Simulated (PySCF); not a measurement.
# C5H11NO (N-tert-Butylformamide): the cost of one run

The runs use PySCF 2.14.0, with density-fitted response routines of our own; the level of theory stands in each step. All values are computed, except where a source is named. Atoms count from 0, in the outputs and in this text.

### Step 1. The molecule as given

18 atoms, charge 0, multiplicity 1; geometry from: GFN2-xTB. The atoms were then displaced at random by about 0.01 Å, so the start is not that level's minimum.

Bonds of the start (Å): C0–C1 1.53, C1–C2 1.54, C1–C3 1.53, C1–N4 1.47, N4–C5 1.34, C5–O6 1.21, C0–H7 1.11, C0–H8 1.12, C0–H9 1.06, C2–H10 1.08, C2–H11 1.10, C2–H12 1.09, C3–H13 1.07, C3–H14 1.12, C3–H15 1.08, N4–H16 1.02, C5–H17 1.10.

### Step 2. Relaxing the molecule at PBE0-D3(BJ)/def2-TZVP

The job: settings as JSON, then the geometry in Å.

```
{"job": {"xc": "PBE0", "basis": "def2-TZVP", "d3": "d3bj", "grid": 2, "shake": 0.01, "kind": "geom"}, "charge": 0, "multiplicity": 1}
C     -0.414820     0.357920     1.434000
C     -0.198490     0.181590    -0.070620
C     -1.055610    -0.981540    -0.601710
C     -0.492510     1.468710    -0.836200
N      1.224160    -0.112600    -0.303650
C      1.881750    -1.152810     0.217010
O      1.439900    -2.019150     0.932770
H      0.187030     1.208740     1.803070
H     -1.483760     0.614610     1.631640
H     -0.174150    -0.525610     1.976060
H     -2.100460    -0.777990    -0.431820
H     -0.767210    -1.888250    -0.054840
H     -0.884080    -1.120170    -1.665180
H     -0.361980     1.339330    -1.891110
H     -1.577820     1.707630    -0.692430
H      0.076320     2.311840    -0.464220
H      1.734080     0.551920    -0.878680
H      2.940120    -1.152230    -0.089810
```

Started as:

```bash
> OMP_NUM_THREADS=2 python probes_run.py task.json out
```

This one command runs all jobs of the session in turn.

**Question.** How long does this first job take on 2 threads of Intel Xeon at 2.50GHz, shared host, and how much memory does it need?

About 21 min, with a peak of 1.9 GiB.
